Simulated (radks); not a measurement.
# Ionisation of Lu⁺: one atom, several choices of relativity

The task here is to estimate one member of a computed series from the others.

Program: radks (a radial shooting solver on a logarithmic mesh, Libxc functionals) version 1. Level of theory: Kohn-Sham, PBE, spin-unpolarised, spherical densities. These are calculated values, not measurements, unless marked.

2 further runs of the same task are left out: 2 set aside as unsound or not needed.

### What is computed

| Item | Value |
| --- | --- |
| element | lutetium (Z = 71) |
| charge | +1 |
| electrons | 70 |
| configuration | [Xe] 4f14 6s2 |
| ion | Lu²⁺, [Xe] 4f14 6s1 |
| choices | non-relativistic; scalar-relativistic; Dirac, 2j+1 shares; scalar-relativistic, finite nucleus; Dirac, 2j+1 shares, finite nucleus; Dirac, c × 0.85; Dirac, c × 5; Dirac, c × 3 |

The outer shells:

Lu⁺
```
[Xe] core
4f [↑↓][↑↓][↑↓][↑↓][↑↓][↑↓][↑↓]
6s [↑↓]
```

Lu²⁺
```
[Xe] core
4f [↑↓][↑↓][↑↓][↑↓][↑↓][↑↓][↑↓]
6s [↑ ]
```

Set-up of the first run:

The run's settings:

```text
Z 71
configuration [Xe] 4f14 6s2 5d0 6p0
relativity non-relativistic
functional pbe,pbe
spin unpolarised
nucleus point
```

Command:

```sh
python run_ks.py task.json out
```

The same process makes all the runs of this session.

Steps of the session up to this table: non-relativistic: Lu⁺.

One table of the session follows, with a row left open; its other results are not shown here.

It belongs to the step «non-relativistic: Lu⁺». Sizes of the orbitals, from the radial functions (bohr):

```
level     <r>  outermost maximum (interpolated)  90 % within  nodes
   4p       ?                                 ?            ?      ?
   4d  0.5501                             0.483        0.826      1
   5s   1.275                              1.14         1.84      4
   5p   1.432                              1.24         2.10      3
   4f  0.6908                             0.461         1.18      0
   5d   2.253                              1.69         3.58      2
   6s   3.495                              3.10         5.05      5
   6p   4.259                              3.73         6.20      4
```

Q: Estimate the row for 4p from the others.

As computed: <r>: 0.5267; outermost maximum (interpolated): 0.484; 90 % within: 0.766; nodes: 2. In the column «<r>» it is the lowest.

To keep in mind: Spin polarisation and multiplet splitting of open shells are left out at every level.
